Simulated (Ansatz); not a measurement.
Crystal: NiMoIrPdW.

```xyz
5
Lattice="2.7661 0.0000 0.0000 -1.3830 2.3955 0.0000 0.0000 0.0000 11.0228" Properties=species:S:1:pos:R:3 pbc="T T T"
Ni    0.0000    1.5970    6.5818
Mo    0.0000    0.0000    4.5275
Pd    1.3831    0.7985    8.7653
Ir    1.3831    0.7985    2.2003
W     0.0000    1.5970   10.9935
```

The cell was built by a generator and needn't be a form met in nature.

| Item | Value |
| --- | --- |
| Program | Ansatz 0.2.0 |
| Task | relaxation of cell and atoms |
| Functional | LDA |
| Potentials or basis | Ansatz PAW |
| Cutoff | 420 eV (not typed: the program's choice for these potentials) |
| k mesh | 8 × 8 × 2 |
| Occupations | fermi-dirac, width 0.05 eV |
| Spin | collinear spin, ferromagnetic start |
| Starting moments | [1.0, 1.0, 0.0, 0.6, 0.0] μB |

At the start: volume 14.61 Å³/atom.

Task: How do energy, volume and symmetry change on relaxing?

Result: It ends after 6 steps and the volume is 13.81 Å³/atom (-5.5 %); space group P3m1 (No. 156, to 0.05 Å); moment 0.00 μB per cell.

Step by step:
```
step  energy change (eV)  largest force (eV/Å)  volume (Å³)
   1              0.0000                0.1282        73.04
   2             -0.1795                0.1066        69.75
   3             -0.1864                0.0453        68.98
   4             -0.1866                0.0187        69.05
   5             -0.1866                0.0041        69.06
   6             -0.1855                0.0041        69.06
```

Final structure:
```xyz
5
Lattice="2.7158 0.0000 0.0000 -1.3579 2.3519 0.0000 0.0000 0.0000 10.8115" Properties=species:S:1:pos:R:3 pbc="T T T"
Ni    0.0000    1.5680    6.4652
Mo    0.0000    0.0000    4.4587
Pd    1.3579    0.7840    8.5763
Ir    1.3579    0.7840    2.1664
W     0.0000    1.5680   10.7680
```

Caveat: the plane-wave basis is chosen anew once the cell has moved, so the energies of steps on either side of that aren't comparable; the PAW data sets come from PBE, with cores solved anew for the run's functional, which leaves a small shift of forces and pressure; the starting moments weren't kept.
